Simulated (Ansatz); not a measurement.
## CH7B2ClSi, SMILES CB(Cl)B[SiH3]: a rigid torsion scan, step by step

With Ansatz 0.2.0 through its Python package.

Notebook, run cell by cell (the value of a cell's last expression is shown):

**Cell 1**
```python
import ansatz as az
from ase import Atoms

atoms = Atoms(['C', 'B', 'Cl', 'B', 'Si', 'H', 'H', 'H', 'H', 'H', 'H', 'H'], positions=[
    (0.1806, 0.5171, 1.6568),
    (-0.656, -0.6376, 0.9503),
    (-1.7222, -1.7637, 1.9607),
    (-0.482, -0.8789, -0.6928),
    (0.5183, 0.2528, -1.8481),
    (1.2214, 0.4603, 1.4685),
    (-0.0357, 0.5616, 2.7412),
    (-0.1696, 1.545, 1.211),
    (-1.1472, -1.7706, -1.1308),
    (0.0269, 1.6431, -1.7039),
    (1.909, 0.2066, -1.3721),
    (0.4336, -0.1909, -3.2067),
])
```

**Cell 2**
```python
# relax first, so that the scan starts from a minimum
first = (
    az.Crystal.molecule_from_ase(atoms).calculation()
    .basis(gaussian='def2-SVP')
    .functional('PBE0')
    .relax(force_tolerance=0.02, max_steps=80)
)
atoms.positions = first.run(threads=1, pin='off').report['positions_ang']
```

**Cell 3**
```python
start = atoms.get_dihedral(0, 1, 3, 4)
energies = {}
for turn in range(0, 360, 40):
    turned = atoms.copy()
    turned.set_dihedral(0, 1, 3, 4, start + turn, indices=[3, 4, 8, 9, 10, 11])
    base = (
        az.Crystal.molecule_from_ase(turned).calculation()
        .basis(gaussian='def2-SVP')
        .functional('PBE0')
    )
    energies[round((start + turn) % 360)] = base.run(threads=1, pin='off').report['free_energy_ev']
floor = min(energies.values())
print('dihedral C0-B1-B3-Si4 (deg)   E - E(min) (kJ/mol)')
for angle, e in sorted(energies.items()):
    print(f'{angle:8d} {96.485332 * (e - floor):14.3f}  ' + '#' * int(30 * (e - floor) / max(max(energies.values()) - floor, 1e-9)))
```
Output:
```text
dihedral C0-B1-B3-Si4 (deg)   E - E(min) (kJ/mol)
      32         45.545  ####################
      72          9.675  ####
     112          7.898  ###
     152         43.600  ###################
     192         66.676  ##############################
     232         22.825  ##########
     272          0.000
     312         21.506  #########
     352         58.775  ##########################
```

The scan is rigid and the energies are electronic, in a modest basis. With rigid groups the curve can differ much from the relaxed path, the start wasn't checked as a minimum of this torsion, and equivalent turns needn't return to the same energy. Run time: 2.8 min on 1 thread of Arm Neoverse V2 (shared host), peak memory 0.33 GiB.
